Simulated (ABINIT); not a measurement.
# Br (Cmce) in ABINIT: a series of runs, part 2 of 2

ABINIT 10.8.3 (patched build). The steps go on from the part before.

## (5) Optical spectrum by the Bethe-Salpeter equation, PBE

run.abi

```
# Datasets
ndtset 3

# Pseudopotentials
pp_dirpath "./"
pseudos "Br.upf"

# Structure
acell 4.0872593587 4.0872593587 8.7023 Angstrom
rprim
     0.8228618996    -0.5682414049     0.0000000000
     0.8228618996     0.5682414049     0.0000000000
     0.0000000000     0.0000000000     1.0000000000
ntypat 1
znucl 35
natom 4
typat 1 1 1 1
chkprim 0
chksymtnons 0
tolsym 1.0e-6
xred
   0.3651000000   0.6349000000   0.3901000000
   0.1349000000   0.8651000000   0.8901000000
   0.6349000000   0.3651000000   0.6099000000
   0.8651000000   0.1349000000   0.1099000000

# Plane-wave basis
ecut 18.0

# k points
kptopt 1
ngkpt 4 4 2
nshiftk 1
shiftk 0.11 0.21 0.31
chksymbreak 0
istwfk *1

# Exchange and correlation
ixc 11

# Bands and occupations
occopt 1

# SCF cycle
nstep 80
diemac 6.0

# Output
iomode 3
prteig 0
prtebands 0

# Dataset 1: ground state
nband1 14
tolvrs1 1.0e-12
prtden1 1
prtwf1 0
ngkpt1 4 4 2
nshiftk1 1
shiftk1 0.0 0.0 0.0

# Dataset 2: empty bands at fixed density
iscf2 -2
getden2 1
nband2 24
nbdbuf2 4
tolwfr2 1.0e-12
nstep2 120
prtden2 0

# Dataset 3: Bethe-Salpeter equation, Tamm-Dancoff
optdriver3 99
getwfk3 2
getden3 1
bs_calctype3 1
mbpt_sciss3 0.8 eV
bs_exchange_term3 1
bs_coulomb_term3 0
bs_coupling3 0
bs_algorithm3 1
bs_loband3 12
nband3 18
ecutwfn3 18.0
ecuteps3 5.0
bs_freq_mesh3 0.0 12.0 0.05 eV
zcut3 0.15 eV
inclvkb3 2
```

Potentials or basis: PseudoDojo NC SR PBE v0.4.1 standard.

The run is started by

```sh
> abinit run.abi > log 2>&1
```

run.abo:

```text
.Version 10.8.3 of ABINIT
 DATASET    1 : space group Cm c a (# 64); Bravais oC (1-face-center ortho.)
================================================================================
 Values of the parameters that define the memory need for DATASET  1.
     intxc =       0    ionmov =       0      iscf =       7    lmnmax =       6
     lnmax =       6     mgfft =      64  mpssoang =       3    mqgrid =    3141
     natom =       4  nloc_mem =       1    nspden =       1   nspinor =       1
    nsppol =       1      nsym =       8    n1xccc =    2501    ntypat =       1
    occopt =       1   xclevel =       2
       mpw =        3392          nfft =       57600          nkpt =          14
================================================================================
================================================================================
[... 13 lines left out ...]
 DATASET    3 : space group Cm c a (# 64); Bravais oC (1-face-center ortho.)
================================================================================
 Values of the parameters that define the memory need for DATASET  3.
     intxc =       0    ionmov =       0      iscf =       7    lmnmax =       6
     lnmax =       6     mgfft =      64  mpssoang =       3    mqgrid =    3141
     natom =       4  nloc_mem =       1    nspden =       1   nspinor =       1
    nsppol =       1      nsym =       8    n1xccc =    2501    ntypat =       1
    occopt =       1   xclevel =       2
       mpw =        3366          nfft =       57600          nkpt =          32
================================================================================
================================================================================

--------------------------------------------------------------------------------
------------- Echo of variables that govern the present computation ------------
--------------------------------------------------------------------------------
 -outvars: echo values of preprocessed input variables --------
            acell      7.7238007935E+00  7.7238007935E+00  1.6444963665E+01 Bohr
              amu      7.99040000E+01
     bs_algorithm1          2
     bs_algorithm2          2
     bs_algorithm3          1
  bs_coulomb_term1         11
  bs_coulomb_term2         11
  bs_coulomb_term3          0
     bs_freq_mesh1     0.00000000E+00  0.00000000E+00  3.67493222E-04 Hartree
     bs_freq_mesh2     0.00000000E+00  0.00000000E+00  3.67493222E-04 Hartree
     bs_freq_mesh3     0.00000000E+00  4.40991866E-01  1.83746611E-03 Hartree
[... 472 lines left out ...]

 First excitonic eigenvalue=    2.73 [eV]
 Last  excitonic eigenvalue=   10.03 [eV]

 GW  direct gap       2.72  0.00 [eV]
 EXC direct gap       2.73  0.00 [eV]
 EXC binding energy  -0.01  0.00 [eV]

 Excitonic eigenvalues up to the GW energy gap [eV]

 Macroscopic dielectric function:
 omega [eV] <KS_RPA_nlf>  <GW_RPA_nlf>  <BSE>
   0.0000   3.1242   0.0000   2.6321   0.0000   2.5603   0.0000
   0.0500   3.1250   0.0048   2.6324   0.0021   2.5606   0.0018
   0.1000   3.1274   0.0097   2.6335   0.0042   2.5616   0.0037
   0.1500   3.1313   0.0146   2.6352   0.0063   2.5631   0.0055
   0.2000   3.1370   0.0196   2.6377   0.0085   2.5652   0.0074
   0.2500   3.1442   0.0247   2.6408   0.0106   2.5680   0.0093
   0.3000   3.1532   0.0299   2.6447   0.0128   2.5713   0.0112
   0.3500   3.1639   0.0353   2.6493   0.0150   2.5754   0.0131
   0.4000   3.1764   0.0408   2.6546   0.0173   2.5800   0.0151
   0.4500   3.1907   0.0466   2.6607   0.0196   2.5853   0.0171

 Writing KS-RPA macroscopic dielectric function without local fields to file: runo_DS3_RPA_NLF_MDF
 Writing GW-RPA macroscopic dielectric function without local fields to file: runo_DS3_GW_NLF_MDF
 Writing EXC Macroscopic dielectric function to file: runo_DS3_EXC_MDF

== END DATASET(S) ==============================================================
================================================================================

 -outvars: echo values of variables after computation  --------
            acell      7.7238007935E+00  7.7238007935E+00  1.6444963665E+01 Bohr
           etotal1    -6.2922665810E+01
           etotal3     0.0000000000E+00
            fcart1     2.2934329696E-19  8.1782544075E-03 -1.5021967788E-02
                      -2.2934329696E-19 -8.1782544075E-03 -1.5021967788E-02
                       3.1654305111E-19 -8.1782544075E-03  1.5021967788E-02
                      -3.1654305111E-19  8.1782544075E-03  1.5021967788E-02
            fcart3     0.0000000000E+00  0.0000000000E+00  0.0000000000E+00
                       0.0000000000E+00  0.0000000000E+00  0.0000000000E+00
                       0.0000000000E+00  0.0000000000E+00  0.0000000000E+00
                       0.0000000000E+00  0.0000000000E+00  0.0000000000E+00
            rprim      8.2286189960E-01 -5.6824140490E-01  0.0000000000E+00
                       8.2286189960E-01  5.6824140490E-01  0.0000000000E+00
                       0.0000000000E+00  0.0000000000E+00  1.0000000000E+00
           strten1    -2.6816643401E-05 -3.0269613768E-05 -9.0199707754E-05
                       0.0000000000E+00  0.0000000000E+00  0.0000000000E+00
           strten3     0.0000000000E+00  0.0000000000E+00  0.0000000000E+00
                       0.0000000000E+00  0.0000000000E+00  0.0000000000E+00
           xangst      3.3632500001E+00  6.2662399005E-01  3.3947672300E+00
                       3.3632500001E+00  1.6959260101E+00  7.7459172300E+00
                       3.3632500001E+00 -6.2662399005E-01  5.3075327700E+00
                       3.3632500001E+00 -1.6959260101E+00  9.5638277000E-01
             xred      3.6510000000E-01  6.3490000000E-01  3.9010000000E-01
                       1.3490000000E-01  8.6510000000E-01  8.9010000000E-01
                       6.3490000000E-01  3.6510000000E-01  6.0990000000E-01
                       8.6510000000E-01  1.3490000000E-01  1.0990000000E-01
 Calculation completed.
```

Run time: 72 s. Hardware: 1 thread of Arm Neoverse V2, shared host; peak memory 0.49 GiB.

Results:

```
Free energy   : -1712.2130 eV
Pressure      : 1.4 GPa
Largest force : 0.880 eV/Å
```

Forces on the atoms (eV/Å):
```
Br   0.000  0.421 -0.772
Br   0.000 -0.421 -0.772
Br   0.000 -0.421  0.772
Br   0.000  0.421  0.772
```

Dielectric function (mean over the directions given):
| energy (eV) | real part | imaginary part |
| --- | --- | --- |
| 0.30 | 2.50 | 0.01 |
| 0.70 | 2.55 | 0.03 |
| 1.10 | 2.65 | 0.05 |
| 1.50 | 2.82 | 0.08 |
| 1.90 | 3.10 | 0.14 |
| 2.30 | 3.62 | 0.28 |
| 2.70 | 4.73 | 0.83 |
| 3.10 | 6.22 | 4.62 |
| 3.50 | 0.91 | 6.14 |
| 3.90 | -2.42 | 3.93 |
| 4.30 | -1.72 | 0.99 |
| 4.70 | -0.60 | 0.40 |
| 5.10 | -0.10 | 0.17 |
| 5.50 | 0.24 | 0.10 |
| 5.90 | 0.46 | 0.07 |
| 6.30 | 0.62 | 0.06 |
| 6.70 | 0.76 | 0.05 |
| 7.10 | 0.90 | 0.06 |
| 7.50 | 1.05 | 0.09 |
| 7.90 | 1.23 | 0.27 |
| 8.30 | 1.16 | 0.56 |
| 8.70 | 1.16 | 0.63 |
| 9.10 | 1.07 | 1.00 |
| 9.50 | 0.24 | 1.03 |
| 9.90 | 0.08 | 0.40 |
| 10.30 | 0.34 | 0.10 |
| 10.70 | 0.51 | 0.04 |
| 11.10 | 0.60 | 0.03 |
| 11.50 | 0.66 | 0.02 |
| 11.90 | 0.70 | 0.01 |

Caveat: the k mesh is coarse (spacing up to 0.41 Å⁻¹), so the values aren't converged; spectra need much finer meshes, so this one isn't converged; the scissor shift was typed, not computed.

## (6) Optical spectrum by the Bethe-Salpeter equation, PBE

Edit run.abi of step 5 so:

```diff
@@ -8,7 +8,7 @@
 # Structure
-acell 4.0872593587 4.0872593587 8.7023 Angstrom
+acell 3*1.0
 rprim
-     0.8228618996    -0.5682414049     0.0000000000
-     0.8228618996     0.5682414049     0.0000000000
-     0.0000000000     0.0000000000     1.0000000000
+     6.3556213886    -4.3889834107     0.0000000000
+     6.3556213886     4.3889834107     0.0000000000
+     0.0000000000     0.0000000000    16.4449636543
 ntypat 1
@@ -27,3 +27,3 @@
 # Plane-wave basis
-ecut 18.0
+ecut 23.0
 
@@ -75,13 +75,16 @@
 bs_calctype3 1
-mbpt_sciss3 0.8 eV
+mbpt_sciss3 0.0 eV
 bs_exchange_term3 1
-bs_coulomb_term3 0
+bs_coulomb_term3 20
+mdf_epsinf3 4.98
 bs_coupling3 0
-bs_algorithm3 1
-bs_loband3 12
+bs_algorithm3 2
+bs_haydock_niter3 200
+bs_haydock_tol3 0.02 0.0
+bs_loband3 11
 nband3 18
-ecutwfn3 18.0
-ecuteps3 5.0
-bs_freq_mesh3 0.0 12.0 0.05 eV
-zcut3 0.15 eV
+ecutwfn3 23.0
+ecuteps3 2.0
+bs_freq_mesh3 0.0 11.0 0.05 eV
+zcut3 0.2 eV
 inclvkb3 2
```

Potentials or basis: PseudoDojo NC SR PBE v0.5 standard.

The run is started by

```sh
> abinit run.abi > log 2>&1
```

run.abo:

```text
.Version 10.8.3 of ABINIT
 DATASET    1 : space group Cm c a (# 64); Bravais oC (1-face-center ortho.)
================================================================================
 Values of the parameters that define the memory need for DATASET  1.
     intxc =       0    ionmov =       0      iscf =       7    lmnmax =       6
     lnmax =       6     mgfft =      72  mpssoang =       3    mqgrid =    3551
     natom =       4  nloc_mem =       1    nspden =       1   nspinor =       1
    nsppol =       1      nsym =       8    n1xccc =    2501    ntypat =       1
    occopt =       1   xclevel =       2
       mpw =        4863          nfft =       93312          nkpt =          14
================================================================================
================================================================================
[... 13 lines left out ...]
 DATASET    3 : space group Cm c a (# 64); Bravais oC (1-face-center ortho.)
================================================================================
 Values of the parameters that define the memory need for DATASET  3.
     intxc =       0    ionmov =       0      iscf =       7    lmnmax =       6
     lnmax =       6     mgfft =      72  mpssoang =       3    mqgrid =    3551
     natom =       4  nloc_mem =       1    nspden =       1   nspinor =       1
    nsppol =       1      nsym =       8    n1xccc =    2501    ntypat =       1
    occopt =       1   xclevel =       2
       mpw =        4861          nfft =       93312          nkpt =          32
================================================================================
================================================================================

--------------------------------------------------------------------------------
------------- Echo of variables that govern the present computation ------------
--------------------------------------------------------------------------------
 -outvars: echo values of preprocessed input variables --------
            acell      1.0000000000E+00  1.0000000000E+00  1.0000000000E+00 Bohr
              amu      7.99040000E+01
  bs_coulomb_term1         11
  bs_coulomb_term2         11
  bs_coulomb_term3         20
     bs_freq_mesh1     0.00000000E+00  0.00000000E+00  3.67493222E-04 Hartree
     bs_freq_mesh2     0.00000000E+00  0.00000000E+00  3.67493222E-04 Hartree
     bs_freq_mesh3     0.00000000E+00  4.04242544E-01  1.83746611E-03 Hartree
[... 473 lines left out ...]
 >>> Haydock algorithm converged twice within haydock_tol=   2.00E-02 after less than 100 iterations.
 >>> Haydock algorithm converged twice within haydock_tol=   2.00E-02 after less than 100 iterations.
 >>> Haydock algorithm converged twice within haydock_tol=   2.00E-02 after less than 100 iterations.
 >>> Haydock algorithm converged twice within haydock_tol=   2.00E-02 after less than 100 iterations.
 >>> Haydock algorithm converged twice within haydock_tol=   2.00E-02 after less than 100 iterations.
 Writing EXC Macroscopic dielectric function to file: runo_DS3_EXC_MDF

 Macroscopic dielectric function:
 omega [eV] <KS_RPA_nlf>  <GW_RPA_nlf>  <BSE>
   0.0000   3.4263   0.0000   3.4263   0.0000   4.1524   0.0000
   0.0500   3.4271   0.0070   3.4271   0.0070   4.1544   0.0176
   0.1000   3.4297   0.0141   3.4297   0.0141   4.1605   0.0354
   0.1500   3.4340   0.0212   3.4340   0.0212   4.1708   0.0537
   0.2000   3.4400   0.0284   3.4400   0.0284   4.1854   0.0727
   0.2500   3.4478   0.0358   3.4478   0.0358   4.2042   0.0927
   0.3000   3.4575   0.0433   3.4575   0.0433   4.2276   0.1140
   0.3500   3.4689   0.0511   3.4689   0.0511   4.2554   0.1371
   0.4000   3.4823   0.0591   3.4823   0.0591   4.2880   0.1625
   0.4500   3.4977   0.0674   3.4977   0.0674   4.3251   0.1906

== END DATASET(S) ==============================================================
================================================================================

 -outvars: echo values of variables after computation  --------
            acell      1.0000000000E+00  1.0000000000E+00  1.0000000000E+00 Bohr
           etotal1    -6.2924126768E+01
           etotal3     0.0000000000E+00
            fcart1     8.8394682346E-21  8.1873059587E-03 -1.5028634976E-02
                      -8.8394682346E-21 -8.1873059587E-03 -1.5028634976E-02
                      -8.8394682346E-21 -8.1873059587E-03  1.5028634976E-02
                       8.8394682346E-21  8.1873059587E-03  1.5028634976E-02
            fcart3     0.0000000000E+00  0.0000000000E+00  0.0000000000E+00
                       0.0000000000E+00  0.0000000000E+00  0.0000000000E+00
                       0.0000000000E+00  0.0000000000E+00  0.0000000000E+00
                       0.0000000000E+00  0.0000000000E+00  0.0000000000E+00
            rprim      6.3556213886E+00 -4.3889834107E+00  0.0000000000E+00
                       6.3556213886E+00  4.3889834107E+00  0.0000000000E+00
                       0.0000000000E+00  0.0000000000E+00  1.6444963654E+01
           strten1    -4.0467178657E-05 -4.2943552929E-05 -1.0178251797E-04
                       0.0000000000E+00  0.0000000000E+00  0.0000000000E+00
           strten3     0.0000000000E+00  0.0000000000E+00  0.0000000000E+00
                       0.0000000000E+00  0.0000000000E+00  0.0000000000E+00
           xangst      3.3632499977E+00  6.2662398957E-01  3.3947672277E+00
                       3.3632499977E+00  1.6959260088E+00  7.7459172247E+00
                       3.3632499977E+00 -6.2662398957E-01  5.3075327664E+00
                       3.3632499977E+00 -1.6959260088E+00  9.5638276935E-01
             xred      3.6510000000E-01  6.3490000000E-01  3.9010000000E-01
                       1.3490000000E-01  8.6510000000E-01  8.9010000000E-01
                       6.3490000000E-01  3.6510000000E-01  6.0990000000E-01
                       8.6510000000E-01  1.3490000000E-01  1.0990000000E-01
 Calculation completed.
```

Wall time 2.5 min (1 thread of Arm Neoverse V2, shared host); peak memory 0.75 GiB.

Results:

```
Free energy   : -1712.2527 eV
Pressure      : 1.8 GPa
Largest force : 0.880 eV/Å
```

Forces in eV/Å, atoms in the order of the input:
```
Br   0.000  0.421 -0.773
Br   0.000 -0.421 -0.773
Br   0.000 -0.421  0.773
Br   0.000  0.421  0.773
```

Dielectric function (mean over the directions given):
| energy (eV) | real part | imaginary part |
| --- | --- | --- |
| 0.30 | 4.09 | 0.11 |
| 0.80 | 4.51 | 0.46 |
| 1.40 | 6.51 | 2.06 |
| 1.90 | 1.12 | 7.85 |
| 2.50 | -1.79 | 3.31 |
| 3.00 | -1.14 | 0.87 |
| 3.60 | -0.05 | 0.24 |
| 4.20 | 0.44 | 0.12 |
| 4.70 | 0.68 | 0.08 |
| 5.30 | 0.90 | 0.07 |
| 5.80 | 1.09 | 0.09 |
| 6.40 | 1.38 | 0.25 |
| 6.90 | 1.41 | 0.68 |
| 7.50 | 1.05 | 1.17 |
| 8.10 | 0.41 | 0.89 |
| 8.60 | 0.26 | 0.50 |
| 9.20 | 0.36 | 0.14 |
| 9.70 | 0.54 | 0.05 |
| 10.30 | 0.65 | 0.03 |
| 10.90 | 0.72 | 0.02 |

Caveat: the k mesh is coarse (spacing up to 0.41 Å⁻¹), so the values aren't converged; spectra need much finer meshes, so this one isn't converged.

## (7) The runs side by side

| task | level | potentials or basis | k mesh | cutoff (eV) | smearing | electron-positron correlation | fine-grid cutoff | stop of the response cycle (tolvrs) | acoustic sum rule (asr) | scissor shift (eV) | mesh quality | pressure (GPa) | largest force (eV/Å) |
| --- | --- | --- | --- | --- | --- | --- | --- | --- | --- | --- | --- | --- | --- |
| positron lifetime | PBE | JTH PAW PBE v2.0 | 5 × 5 × 2 | 299 | fermi-dirac 0.05 eV | Sterne-Kaiser GGA | 598.65 eV | - | - | - | not flagged | 1.7 | 0.89 |
| dielectric tensor | LDA | PseudoDojo NC SR LDA v0.4.1 standard | 6 × 6 × 2 | 490 | fixed | - | - | 1e-08 | 1 | - | coarse | -1.7 | 0.69 |
| dielectric tensor | PBE | PseudoDojo NC SR PBE v0.4.1 standard | 4 × 4 × 2 | 490 | fixed | - | - | 1e-08 | 2 | - | coarse | 1.4 | 0.88 |
| optical spectrum by the Bethe-Salpeter equation | PBE | PseudoDojo NC SR PBE v0.4.1 standard | 4 × 4 × 2, shifted | 490 | fixed | - | - | - | - | 0.8 | coarse | 1.4 | 0.88 |
| optical spectrum by the Bethe-Salpeter equation | PBE | PseudoDojo NC SR PBE v0.5 standard | 4 × 4 × 2, shifted | 626 | fixed | - | - | - | - | 0 | coarse | 1.8 | 0.88 |

Alike in all rows: no spin polarisation; cell as given.

Caveats: some runs use coarse meshes; spectra need much finer meshes, so this one isn't converged (some runs); the PAW basis is incomplete for the positron (some runs); an odd mesh through Γ misses points on the zone boundary, where band edges often lie (some runs); the atomic spheres overlap (some runs); the scissor shift was typed, not computed (some runs).

Total energies depend on the potentials used, so only differences within one code and one set of settings carry meaning.
